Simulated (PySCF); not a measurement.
# F5HOTe (Te(OH)F5): the cost of one run

Programs: PySCF 2.14.0, with routines of our own; each step states its level. All values are computed. Atoms count from 0.

## 1. The system as given

8 atoms, charge 0, multiplicity 1; geometry from: GFN2-xTB.

## 2. Geometry optimisation at PBE0-D3(BJ)/def2-SVP

What the job is given:

```
{"job": {"xc": "PBE0", "basis": "def2-SVP", "d3": "d3bj", "grid": 1, "maxiter": 30, "shake": 0.03, "kind": "geom"}, "charge": 0, "multiplicity": 1}
Te     0.163980    -0.103830    -0.202470
O      0.178240     0.023970     1.614000
H     -0.738350     0.201870     1.956510
F      0.244060    -0.103910    -2.123200
F      1.964180    -0.096820    -0.321780
F     -1.811890     0.041060    -0.269840
F      0.101460     1.846900    -0.438030
F      0.036560    -1.894900    -0.298900
```

Launch:

```sh
$ OMP_NUM_THREADS=1 python heavy_run.py task.json out
```

The driver reads the jobs from task.json and runs them one after another.

Q: Estimate the wall time and peak memory of this first job on 1 thread of AMD EPYC 9R14, shared host.

About 47 s, with a peak of 0.48 GiB.
